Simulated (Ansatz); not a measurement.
# Si2BN: the cost of one run

Method: DFT PBE, scalar-relativistic, plane waves, PAW, in Ansatz 0.2.0.

### Step 1. Starting point

Symmetry: P4/mmm, No. 123, tetragonal system. Conventional cell: a = 4.059 Å, b = 4.059 Å, c = 3.464 Å, α = 90.00°, β = 90.00°, γ = 90.00°. Si (site symmetry 4/mmm) has 2 N at 1.73 Å in its first shell of neighbours. Si (site symmetry 4/mmm) has 2 B at 1.73 Å in its first shell of neighbours. Around B (site symmetry 4/mmm) lie 2 Si at 1.73 Å. Around N (site symmetry 4/mmm) lie 2 Si at 1.73 Å.

As a file:

```cif
data_structure
_symmetry_space_group_name_H-M 'P 1'
_symmetry_Int_Tables_number 1
_cell_length_a 4.0591
_cell_length_b 4.0591
_cell_length_c 3.4638
_cell_angle_alpha 90.000
_cell_angle_beta 90.000
_cell_angle_gamma 90.000
_cell_volume 57.07
loop_
_atom_site_label
_atom_site_type_symbol
_atom_site_fract_x
_atom_site_fract_y
_atom_site_fract_z
_atom_site_occupancy
Si1 Si 0.50000 0.50000 0.50000 1
Si2 Si 0.00000 0.00000 0.00000 1
B1 B 0.00000 0.00000 0.50000 1
N1 N 0.50000 0.50000 0.00000 1
```

A structure generator made this guess: random cell by space group and Wyckoff sites (P4/mmm, No. 123). Its size is a rough estimate.

### Step 2. Probe: one point on a coarse mesh

input.yaml

```yaml
crystal:
  lattice:
    - [4.05908, 0.0, 0.0]
    - [0.0, 4.05908, 0.0]
    - [0.0, 0.0, 3.46375008]
  atoms:
    - { symbol: Si, position: [0.5, 0.5, 0.5] }
    - { symbol: Si, position: [0.0, 0.0, 0.0] }
    - { symbol: B, position: [0.0, 0.0, 0.5] }
    - { symbol: "N", position: [0.5, 0.5, 0.0] }
basis:
  ecutwfc: 420
kpoints:
  mp_grid: { grid: [4, 4, 6] }
hamiltonian:
  xc: pbe
scf:
  occupations: { method: gaussian, width: 0.1 }
  lower_state_search: "off"
output:
  forces: true
  stress: true
  eigenvalues: true
```

The run is started by

```bash
ansatz run input.yaml --threads 1 --pin off --max-ram 2560MiB --backend cpu --events-out ev --progress --plain --runs-dir out
```

**Question.** How long does this run take on 1 thread of Intel Xeon at 2.50GHz (Skylake/Cascade Lake), shared host, and how much memory does it need?

About 2.7 s, with a peak of 0.33 GiB.
